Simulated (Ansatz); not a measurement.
Crystal: Fe4Si.

```xyz
5
Lattice="0.0000 2.0276 9.4663 1.5219 0.0000 9.4663 1.5219 2.0276 0.0000" Properties=species:S:1:pos:R:3 pbc="T T T"
Fe    1.5219    2.0276   11.2473
Fe    1.5219    2.0276    3.7481
Fe    1.5219    2.0276   15.1846
Fe    1.5219    2.0276    7.6854
Si    0.0000    0.0000    0.0000
```

The cell comes from a database or a generator and needn't be the stable form of this composition.

Base run:

| Property | Result |
| --- | --- |
| Program | Ansatz 0.2.0 |
| Functional | PBE |
| Potentials or basis | Ansatz PAW |
| Cutoff | 420 eV |
| Density cutoff | 1680 eV |
| k mesh | 11 × 11 × 11 |
| Occupations | fermi-dirac, width 0.05 eV |
| Spin | collinear spin, ferromagnetic start |
| Starting moments | [3.0, 3.0, 3.0, 3.0, 0.0] μB |

Its results: band gap on the k mesh none (metal or under the smearing width); pressure -1.2 GPa; net moment 8.84 μB per cell; site moments Fe +1.94, +2.58; Si -0.06 μB; largest force 0.043 eV/Å.

Task: The run is repeated on the same cell with these changes: functional from PBE to PBEsol; potentials or basis from Ansatz PAW to PseudoDojo stringent (PBEsol files); cutoff from 420 eV to 1605 eV; density cutoff from 1680 eV to 6422 eV. What comes out?

Result: Band gap on the k mesh none (metal or under the smearing width); pressure -8.9 GPa; net moment 8.93 μB per cell; site moments Fe +1.96, +2.60; Si -0.07 μB; largest force 0.082 eV/Å.

Not every run made on this cell is shown here.
